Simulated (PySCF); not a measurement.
# C3H7FGeO2: the cost of one run

Computed with PySCF 2.14.0 and routines of our own; the level stands in each step. Atoms count from 0.

## Step 1: The system as given

14 atoms, charge 0, multiplicity 1; geometry from: GFN2-xTB.

## Step 2: Excited states: TDA LC-wPBE/def2-SVP

The job: settings as JSON, then the geometry in Å.

```
{"job": {"kind": "states", "xc": "LC-wPBE", "basis": "def2-SVP", "tda": true, "soc": true, "nstates": 8, "ntriplets": 4, "nquad": 4}, "charge": 0, "multiplicity": 1}
C      2.697164     0.241870     0.378004
O      1.414852    -0.235532    -0.027594
C      0.495102    -0.378762     0.915214
O      0.660977    -0.165405     2.083600
Ge    -1.205034    -0.927656     0.039118
C     -2.439529     0.637355     0.125477
F     -1.838315     1.689080    -0.533610
H      3.302847     0.299636    -0.522255
H      3.140970    -0.446544     1.099407
H      2.598002     1.225780     0.839446
H     -1.871984    -2.075057     0.746866
H     -0.943263    -1.290584    -1.393568
H     -2.613843     0.964185     1.154175
H     -3.398624     0.461162    -0.366396
```

Method: TDA LC-wPBE/def2-SVP excited states, vertical, gas phase, spin-orbit mean-field couplings.

Command:

```sh
> OMP_NUM_THREADS=1 python excited_run.py task.json out
```

The driver reads the jobs from task.json and runs them one after another.

**Question.** How long does this first job take on 1 thread of Arm Neoverse V1, shared host, and how much memory does it need?

About 36 s, with a peak of 0.62 GiB.
